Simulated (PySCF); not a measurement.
# C₃B₃F₁₈Na₃: electronic excitations, NMR shifts

Aim: compute the electronic excitations, NMR shifts of C₃B₃F₁₈Na₃ (`F[B-](F)(F)C(F)(F)F.F[B-](F)(F)C(F)(F)F.F[B-](F)(F)C(F)(F)F.[Na+].[Na+].[Na+]`).

Computed with PySCF 2.14.0 and routines of our own; the level stands in each step. Atoms count from 0.

### 1 The starting structure

27 atoms, charge 0, multiplicity 1; geometry from: GFN2-xTB, altered.

### 2 Electronic excitations: TDDFT PW91/pcSseg-1

The job: settings as JSON, then the geometry in Å.

```
{"job": {"kind": "uv", "basis": "pcSseg-1", "grid": 1, "kgrid": 1, "vcut": null, "nstates": 16, "ntriplets": 0, "tda": false, "delta": ["ip_vertical"], "pop": false, "xc": "PW91", "scf": {"max_cycle": 58}}, "charge": 0, "multiplicity": 1}
F      1.004677    -0.473429    -2.684966
B     -0.026418    -0.786422    -2.405931
F     -0.785188     0.199115    -1.516054
F     -0.287254    -1.991424    -1.535070
C     -1.265237    -0.977278    -3.648814
F     -2.552496    -1.205014    -3.300627
F     -0.946273    -1.912361    -4.553348
F     -1.275262     0.206847    -4.327972
F     -2.500587    -0.185295     1.252006
B     -1.521510    -0.182570     2.249217
F     -1.523566     1.044409     2.921077
F     -0.294721    -0.303938     1.561588
C     -1.720992    -1.479021     3.241073
F     -0.763616    -1.605958     4.179265
F     -1.671913    -2.634453     2.510825
F     -2.896015    -1.520321     3.891665
F      1.201831     3.178316     1.523434
B      0.682663     3.102053     0.233073
F     -0.655047     2.678335     0.392294
F      1.358644     2.137982    -0.518760
C      0.690284     4.544508    -0.558701
F      0.267865     4.382313    -1.850119
F      1.885464     5.148279    -0.654289
F     -0.149537     5.446328    -0.009478
Na    -1.269663    -1.150712    -0.006371
Na     0.666015     1.452815    -2.229863
Na    -0.503359     2.598913     2.363496
```

With the program's defaults for keys left out, this is: TDDFT PW91/pcSseg-1, vertical, gas phase, core orbitals frozen in the response.

On the command line:

```bash
OMP_NUM_THREADS=2 python large_run.py task.json out
```

One launch serves the whole session: the jobs run in the order shown.

What it wrote:

```text
final grid: 133592 points
cycle   1  E = -2472.3031346329  dE =  3.822e+00  |g| = 2.070e+00  |ddm| = 4.510e+00
cycle   2  E = -2470.6265547710  dE =  1.677e+00  |g| = 3.975e+00  |ddm| = 2.984e+00
cycle   3  E = -2472.9161717760  dE = -2.290e+00  |g| = 2.107e-01  |ddm| = 2.025e+00
cycle   4  E = -2472.9219867325  dE = -5.815e-03  |g| = 1.247e-01  |ddm| = 2.017e-01
cycle   5  E = -2472.9240677290  dE = -2.081e-03  |g| = 3.268e-02  |ddm| = 7.133e-02
cycle   6  E = -2472.9242385998  dE = -1.709e-04  |g| = 9.440e-03  |ddm| = 2.392e-02
cycle   7  E = -2472.9242516488  dE = -1.305e-05  |g| = 3.228e-03  |ddm| = 6.030e-03
cycle   8  E = -2472.9242526302  dE = -9.814e-07  |g| = 5.998e-04  |ddm| = 1.754e-03
cycle   9  E = -2472.9242550968  dE = -2.467e-06  |g| = 2.830e-04  |ddm| = 4.763e-04
cycle  10  E = -2472.9242521513  dE =  2.946e-06  |g| = 7.299e-05  |ddm| = 1.621e-04
converged SCF energy = -2472.9242521513

Static polarisability (au): isotropic 90.298, principal 80.763 93.833 96.297

Singlet excitations
state   eV       nm        f      main configurations
  1   5.3152    233.3   0.00481   H->L 1.00
  2   5.6383    219.9   0.00041   H->L+1 1.00
  3   5.7477    215.7   0.00204   H-1->L 1.00
  4   6.0980    203.3   0.00831   H-1->L+1 1.00
  5   6.2287    199.1   0.00236   H-2->L 1.00
  6   6.5700    188.7   0.00661   H-2->L+1 1.00
  7   6.6639    186.1   0.01567   H->L+2 1.00
  8   7.1038    174.5   0.00480   H-1->L+2 1.00
  9   7.1660    173.0   0.00000   H-3->L 1.00
 10   7.2956    169.9   0.00036   H-4->L 1.00
 11   7.4579    166.2   0.00314   H-5->L 1.00
 12   7.5099    165.1   0.00006   H-3->L+1 1.00
 13   7.5394    164.4   0.00004   H-6->L 1.00
 14   7.5530    164.2   0.00260   H-2->L+2 1.00
 15   7.5925    163.3   0.00604   H->L+3 0.98
 16   7.6326    162.4   0.00014   H-4->L+1 1.00
```

It took 37 s on 2 threads of AMD EPYC 9R45, shared host; peak memory 1.4 GiB.

The run ended normally, but its values are not to be used for the molecule: one atom of the first bond was moved so that the bond is 0.8 times as long.

### 3 Electronic excitations: TDA CAM-B3LYP/pcseg-0

The job, as its differences from that of step 2:

```diff
@@ -1,4 +1,4 @@
-{"job": {"kind": "uv", "basis": "pcSseg-1", "grid": 1, "kgrid": 1, "vcut": null, "nstates": 16, "ntriplets": 0, "tda": false, "delta": ["ip_vertical"], "pop": false, "xc": "PW91", "scf": {"max_cycle": 58}}, "charge": 0, "multiplicity": 1}
+{"job": {"kind": "uv", "basis": "pcseg-0", "grid": 1, "kgrid": 0, "vcut": null, "nstates": 5, "ntriplets": 0, "tda": true, "delta": [], "pop": false, "xc": "CAM-B3LYP", "scf": {"conv": 1e-06}}, "charge": 0, "multiplicity": 1}
 F      1.004677    -0.473429    -2.684966
-B     -0.026418    -0.786422    -2.405931
+B     -0.284192    -0.864670    -2.336172
 F     -0.785188     0.199115    -1.516054
```

Level: TDA CAM-B3LYP/pcseg-0, vertical, gas phase, core orbitals frozen in the response.

What it wrote:

```text
final grid: 133579 points
cycle   1  E = -2466.5254867656  dE =  3.906e+00  |g| = 1.723e+00  |ddm| = 5.510e+00
cycle   2  E = -2466.3972353249  dE =  1.283e-01  |g| = 2.160e+00  |ddm| = 3.293e+00
cycle   3  E = -2467.1256636758  dE = -7.284e-01  |g| = 8.076e-02  |ddm| = 1.489e+00
cycle   4  E = -2467.1266823021  dE = -1.019e-03  |g| = 5.070e-02  |ddm| = 1.376e-01
cycle   5  E = -2467.1270262888  dE = -3.440e-04  |g| = 1.057e-02  |ddm| = 4.980e-02
cycle   6  E = -2467.1270498155  dE = -2.353e-05  |g| = 1.676e-03  |ddm| = 1.085e-02
cycle   7  E = -2467.1270504499  dE = -6.344e-07  |g| = 4.381e-04  |ddm| = 3.561e-03
converged SCF energy = -2467.1270504499

Static polarisability (au): isotropic 65.839, principal 57.306 68.202 72.010

Singlet excitations
state   eV       nm        f      main configurations
  1   8.6890    142.7   0.02075   H->L 0.57, H-1->L 0.24, H-2->L 0.10
  2   8.7732    141.3   0.00067   H->L 0.34, H-1->L 0.31, H-1->L+1 0.14
  3   8.8882    139.5   0.00854   H-1->L+1 0.39, H-2->L+1 0.39, H-2->L 0.17
  4   8.9682    138.2   0.00553   H-2->L+1 0.42, H-1->L+1 0.32, H-1->L 0.14
  5   9.2025    134.7   0.01304   H->L+2 0.80, H->L+1 0.12
```

Wall time 12 s (2 threads of AMD EPYC 9R45, shared host); peak memory 1.3 GiB.

The orbitals next to the gap, with their largest atomic shares:

```csv
orbital,eV,atoms
HOMO−4,-13.01,"F6 37 %, F5 34 %, F7 29 %"
HOMO−3,-12.74,"F15 38 %, F13 36 %, F14 26 %"
HOMO−2,-11.39,"C4 14 %, F6 10 %, F5 10 %"
HOMO−1,-11.33,"C20 15 %, F22 10 %, F23 9 %"
HOMO,-11.03,"C12 22 %, F15 16 %, F13 15 %"
LUMO,-0.24,"Na26 85 %, Na25 8 %"
LUMO+1,0.00,"Na25 82 %, Na26 9 %"
LUMO+2,0.66,Na24 87 %
LUMO+3,2.83,"Na25 54 %, Na26 12 %, Na24 6 %"
```

With each of the 5 states as a Gaussian band of 0.4 eV half-width at 1/e, the curve within the window shown has maxima at 140 nm (ε 1,500) L/(mol cm). Beyond the last state computed it falls off for lack of states. The curve at chosen wavelengths:

| nm | ε (L/mol/cm) |
| --- | --- |
| 130 | 386 |
| 131 | 525 |
| 132 | 680 |
| 133 | 842 |
| 134 | 1004 |
| 135 | 1156 |
| 136 | 1292 |
| 137 | 1403 |
| 138 | 1483 |
| 139 | 1526 |
| 140 | 1526 |
| 141 | 1483 |
| 142 | 1398 |
| 143 | 1278 |
| 144 | 1131 |
| 145 | 969 |
| 146 | 804 |
| 147 | 646 |
| 148 | 502 |
| 149 | 379 |
| 150 | 277 |
| 151 | 196 |
| 152 | 135 |

Further results of this job:

```csv
property,computed
dipole moment (D),3.39
polarisability (Å³),9.76
HOMO–LUMO gap (eV),10.79
−ε(HOMO) (eV),11.03
```

### 4 NMR shifts: GIAO OPBE/6-31+G*

The job, as its differences from that of step 3:

```diff
@@ -1,2 +1,2 @@
-{"job": {"kind": "uv", "basis": "pcseg-0", "grid": 1, "kgrid": 0, "vcut": null, "nstates": 5, "ntriplets": 0, "tda": true, "delta": [], "pop": false, "xc": "CAM-B3LYP", "scf": {"conv": 1e-06}}, "charge": 0, "multiplicity": 1}
+{"job": {"kind": "nmr", "basis": "6-31+G*", "pop": false, "xc": "OPBE"}, "charge": 0, "multiplicity": 1}
 F      1.004677    -0.473429    -2.684966
```

Level: GIAO OPBE/6-31+G* NMR shielding, non-relativistic, gas phase.

What it wrote:

```text
start: PBE on a coarse grid of 29340 points
cycle   1  E = -2471.0279013790  dE =  3.692e+00  |g| = 1.758e+00  |ddm| = 6.030e+00
cycle   2  E = -2469.6783798084  dE =  1.350e+00  |g| = 3.427e+00  |ddm| = 3.825e+00
cycle   3  E = -2471.5234483640  dE = -1.845e+00  |g| = 1.255e-01  |ddm| = 2.525e+00
cycle   4  E = -2471.5255068180  dE = -2.058e-03  |g| = 8.671e-02  |ddm| = 2.518e-01
cycle   5  E = -2471.5267071440  dE = -1.200e-03  |g| = 2.141e-02  |ddm| = 7.626e-02
cycle   6  E = -2471.5267866802  dE = -7.954e-05  |g| = 3.885e-03  |ddm| = 2.495e-02
final grid: 281724 points
cycle   7  E = -2472.4923491052  dE = -1.528e-02  |g| = 1.767e-01  |ddm| = 2.310e+00
cycle   8  E = -2472.4862190199  dE =  6.130e-03  |g| = 2.697e-01  |ddm| = 3.851e-01
cycle   9  E = -2472.4973928636  dE = -1.117e-02  |g| = 2.900e-02  |ddm| = 1.742e-01
cycle  10  E = -2472.4975677830  dE = -1.749e-04  |g| = 4.940e-03  |ddm| = 4.301e-02
cycle  11  E = -2472.4975721976  dE = -4.415e-06  |g| = 2.281e-03  |ddm| = 1.073e-02
cycle  12  E = -2472.4975715649  dE =  6.326e-07  |g| = 3.950e-04  |ddm| = 2.519e-03
cycle  13  E = -2472.4975745906  dE = -3.026e-06  |g| = 2.219e-04  |ddm| = 1.052e-03
cycle  14  E = -2472.4975734430  dE =  1.148e-06  |g| = 6.506e-05  |ddm| = 6.733e-04
converged SCF energy = -2472.4975734430

GIAO shielding tensors (ppm)
atom      isotropic    diamagn.    paramagn.     s11        s22        s33       span
  0 F      354.328     477.196    -122.868    318.145    366.217    378.622     60.478
  1 B      111.056     172.472     -61.416    106.503    110.225    116.442      9.939
  2 F      348.221     483.542    -135.322    317.444    353.758    373.461     56.017
  3 F      356.868     477.845    -120.977    324.290    369.740    376.575     52.285
  4 C       67.906     269.539    -201.633     64.185     68.933     70.601      6.416
  5 F      263.745     472.860    -209.115    171.827    274.839    344.569    172.741
  6 F      266.944     460.462    -193.519    179.162    281.000    340.669    161.508
  7 F      264.660     470.869    -206.209    170.316    271.008    352.656    182.341
  8 F      351.348     480.472    -129.124    317.033    361.951    375.060     58.027
  9 B      111.207     172.343     -61.136    107.440    110.690    115.491      8.051
 10 F      361.747     484.911    -123.164    329.737    363.307    392.195     62.458
 11 F      349.962     482.200    -132.237    315.786    358.768    375.333     59.548
 12 C       67.782     266.594    -198.812     64.644     68.065     70.637      5.993
 13 F      265.611     467.766    -202.155    175.669    278.027    343.136    167.467
 14 F      266.172     474.338    -208.166    170.821    270.781    356.916    186.096
 15 F      266.123     457.844    -191.721    176.281    279.168    342.920    166.639
 16 F      357.123     477.528    -120.405    327.840    365.459    378.071     50.231
 17 B      111.669     168.527     -56.858    107.103    111.946    115.958      8.855
 18 F      348.965     475.837    -126.872    318.896    356.786    371.212     52.316
 19 F      356.746     479.172    -122.426    319.968    365.619    384.650     64.682
 20 C       67.360     274.424    -207.063     65.023     66.859     70.198      5.175
 21 F      267.890     471.894    -204.004    173.658    272.957    357.055    183.398
 22 F      265.867     461.149    -195.282    175.816    280.597    341.188    165.373
 23 F      264.662     463.231    -198.569    173.658    277.494    342.835    169.177
 24 Na     556.162     653.744     -97.583    530.258    538.739    599.488     69.229
 25 Na     571.764     638.846     -67.082    555.771    557.394    602.127     46.355
 26 Na     561.717     640.159     -78.442    534.233    548.748    602.170     67.937
```

Run time: 20 s. Hardware: 2 threads of AMD EPYC 9R45, shared host; peak memory 1.4 GiB.

No reference compound was run at this level, so shieldings alone are listed. Atoms listed in one row are averaged.

```csv
atoms,environment,σ (ppm)
"C4, C12, C20",CF3 carbon,67.7
"F5, F6, F7, F13, F14 and 4 more",fluorine of a CF3 group,265.7
"F0, F2, F3, F8, F10 and 4 more",,353.9
"B1, B9, B17",,111.3
"Na24, Na25, Na26",,563
```

### 5 Electronic excitations: TDDFT CAM-B3LYP/6-31G* in acetonitrile

The job, as its differences from that of step 4:

```diff
@@ -1,2 +1,2 @@
-{"job": {"kind": "nmr", "basis": "6-31+G*", "pop": false, "xc": "OPBE"}, "charge": 0, "multiplicity": 1}
+{"job": {"kind": "uv", "basis": "6-31G*", "grid": 1, "kgrid": 0, "vcut": 0.6, "nstates": 5, "ntriplets": 0, "tda": false, "delta": ["ip_vertical"], "pop": false, "xc": "CAM-B3LYP", "solvent": "acetonitrile", "scf": {"guess": "huckel"}}, "charge": 0, "multiplicity": 1}
 F      1.004677    -0.473429    -2.684966
```

Method: TDDFT CAM-B3LYP/6-31G*, vertical, IEF-PCM acetonitrile (non-equilibrium linear response), core orbitals frozen in the response, virtual orbitals cut by energy.

What it wrote:

```text
final grid: 133579 points
cycle   1  E = -2464.9231144521  dE =  1.322e+00  |g| = 7.245e+00  |ddm| = 8.105e+00
cycle   2  E = -2459.6288418550  dE =  5.294e+00  |g| = 7.258e+00  |ddm| = 8.189e+00
cycle   3  E = -2472.9871818891  dE = -1.336e+01  |g| = 9.801e-01  |ddm| = 5.790e+00
cycle   4  E = -2473.1823808231  dE = -1.952e-01  |g| = 2.220e-01  |ddm| = 9.183e-01
cycle   5  E = -2473.1896622618  dE = -7.281e-03  |g| = 7.740e-02  |ddm| = 1.979e-01
cycle   6  E = -2473.1905380480  dE = -8.758e-04  |g| = 2.019e-02  |ddm| = 5.077e-02
cycle   7  E = -2473.1906053513  dE = -6.730e-05  |g| = 3.075e-03  |ddm| = 1.604e-02
cycle   8  E = -2473.1906093439  dE = -3.993e-06  |g| = 1.610e-03  |ddm| = 3.530e-03
cycle   9  E = -2473.1906090831  dE =  2.608e-07  |g| = 4.167e-04  |ddm| = 1.121e-03
cycle  10  E = -2473.1906099742  dE = -8.911e-07  |g| = 5.423e-05  |ddm| = 2.920e-04
converged SCF energy = -2473.1906099742

Static polarisability (au): isotropic 68.456, principal 60.276 70.884 74.207

Singlet excitations
state   eV       nm        f      main configurations
  1   8.5480    145.0   0.00430   H-1->L 0.46, H->L 0.35
  2   8.7165    142.2   0.00709   H->L 0.30, H->L+2 0.23, H-1->L 0.20
  3   8.7595    141.5   0.00290   H-2->L 0.44, H-2->L+1 0.36
  4   8.8673    139.8   0.00920   H-1->L+1 0.46, H->L+1 0.30
  5   9.0592    136.9   0.01351   H->L+2 0.32, H-1->L+1 0.15, H->L+1 0.13
```

It took 26 s on 2 threads of AMD EPYC 9R45, shared host; peak memory 1.6 GiB.

### 6 Electronic excitations: TDDFT CAM-B3LYP/pcseg-0

The job, as its differences from that of step 5:

```diff
@@ -1,2 +1,2 @@
-{"job": {"kind": "uv", "basis": "6-31G*", "grid": 1, "kgrid": 0, "vcut": 0.6, "nstates": 5, "ntriplets": 0, "tda": false, "delta": ["ip_vertical"], "pop": false, "xc": "CAM-B3LYP", "solvent": "acetonitrile", "scf": {"guess": "huckel"}}, "charge": 0, "multiplicity": 1}
+{"job": {"kind": "uv", "basis": "pcseg-0", "grid": 1, "kgrid": 0, "vcut": 0.6, "nstates": 1, "ntriplets": 2, "tda": false, "delta": [], "pop": false, "xc": "CAM-B3LYP", "max_iter": 3, "scf": {"max_cycle": 50}}, "charge": 0, "multiplicity": 1}
 F      1.004677    -0.473429    -2.684966
```

With the program's defaults for keys left out, this is: TDDFT CAM-B3LYP/pcseg-0, vertical, gas phase, core orbitals frozen in the response, virtual orbitals cut by energy.

What it wrote:

```text
final grid: 133579 points
cycle   1  E = -2466.5254867656  dE =  3.906e+00  |g| = 1.723e+00  |ddm| = 5.510e+00
cycle   2  E = -2466.3972353052  dE =  1.283e-01  |g| = 2.160e+00  |ddm| = 3.293e+00
cycle   3  E = -2467.1256637823  dE = -7.284e-01  |g| = 8.076e-02  |ddm| = 1.489e+00
cycle   4  E = -2467.1266815155  dE = -1.018e-03  |g| = 5.070e-02  |ddm| = 1.376e-01
cycle   5  E = -2467.1270274890  dE = -3.460e-04  |g| = 1.057e-02  |ddm| = 4.980e-02
cycle   6  E = -2467.1270502948  dE = -2.281e-05  |g| = 1.676e-03  |ddm| = 1.085e-02
cycle   7  E = -2467.1270497927  dE =  5.021e-07  |g| = 4.383e-04  |ddm| = 3.558e-03
cycle   8  E = -2467.1270493325  dE =  4.601e-07  |g| = 1.809e-04  |ddm| = 7.249e-04
cycle   9  E = -2467.1270496705  dE = -3.380e-07  |g| = 5.743e-05  |ddm| = 2.106e-04
converged SCF energy = -2467.1270496705

Static polarisability (au): isotropic 55.539, principal 46.814 58.021 61.780

Singlet excitations
state   eV       nm        f      main configurations
  1   8.6884    142.7   0.01975   H->L 0.57, H-1->L 0.24, H-2->L 0.10

Triplet excitations (Tamm-Dancoff, eV): 8.6263 8.7077
```

It took 10 s on 2 threads of AMD EPYC 9R45, shared host; peak memory 1.3 GiB.

Why it failed: The SCF converged, but the response equations did not within 3 iterations. The remedy is to allow more iterations. Numbers from the part that failed are no properties of the molecule.

### 7 Electronic excitations: TDA HSE06/6-31G*

The job, as its differences from that of step 6:

```diff
@@ -1,2 +1,2 @@
-{"job": {"kind": "uv", "basis": "pcseg-0", "grid": 1, "kgrid": 0, "vcut": 0.6, "nstates": 1, "ntriplets": 2, "tda": false, "delta": [], "pop": false, "xc": "CAM-B3LYP", "max_iter": 3, "scf": {"max_cycle": 50}}, "charge": 0, "multiplicity": 1}
+{"job": {"kind": "uv", "basis": "6-31G*", "grid": 1, "kgrid": 0, "vcut": 0.6, "nstates": 1, "ntriplets": 0, "tda": true, "delta": [], "pop": false, "xc": "HSE06", "scf": {"conv": 0.0001}}, "charge": 0, "multiplicity": 1}
 F      1.004677    -0.473429    -2.684966
```

Level: TDA HSE06/6-31G*, vertical, gas phase, core orbitals frozen in the response, virtual orbitals cut by energy.

What it wrote:

```text
final grid: 133579 points
cycle   1  E = -2471.0980912865  dE =  3.810e+00  |g| = 1.906e+00  |ddm| = 5.005e+00
cycle   2  E = -2470.3503283219  dE =  7.478e-01  |g| = 2.906e+00  |ddm| = 2.714e+00
cycle   3  E = -2471.6796632576  dE = -1.329e+00  |g| = 9.874e-02  |ddm| = 1.678e+00
cycle   4  E = -2471.6807702855  dE = -1.107e-03  |g| = 6.846e-02  |ddm| = 1.113e-01
cycle   5  E = -2471.6814927099  dE = -7.224e-04  |g| = 1.047e-02  |ddm| = 4.427e-02
cycle   6  E = -2471.6815166383  dE = -2.393e-05  |g| = 1.456e-03  |ddm| = 8.599e-03
converged SCF energy = -2471.6815166383

Static polarisability (au): isotropic 65.116, principal 55.978 68.392 70.979

Singlet excitations
state   eV       nm        f      main configurations
  1   7.4486    166.5   0.01036   H->L 0.97
```

It took 13 s on 2 threads of AMD EPYC 9R45, shared host; peak memory 1.4 GiB.

### 8 What came out

| quantity | value |
| --- | --- |
| lowest singlet (CAM-B3LYP/pcseg-0) | 8.69 eV (143 nm), f = 0.021 |
| shieldings of C, F, B, Na (OPBE/6-31+G*, a mean where the table joins atoms) | C4 67.7, F5 265.7, F0 353.9, B1 111.3, Na24 563.2 ppm |
| runs | 1 failed, 1 ended on unsound input |

The lowest singlet, at 8.69 eV, is HOMO→LUMO 0.57, HOMO−1→LUMO 0.24 and is weak. The basis of CAM-B3LYP/pcseg-0 has no diffuse functions, so Rydberg states are missing and the high states are unreliable. At OPBE/6-31+G*: The largest span, 173 ppm, is at F5, F6, F7, F13, F14 and 4 more, where the paramagnetic term is -201 ppm. The geometry comes from tight binding, which is rough for metal atoms, and these values hang on it.
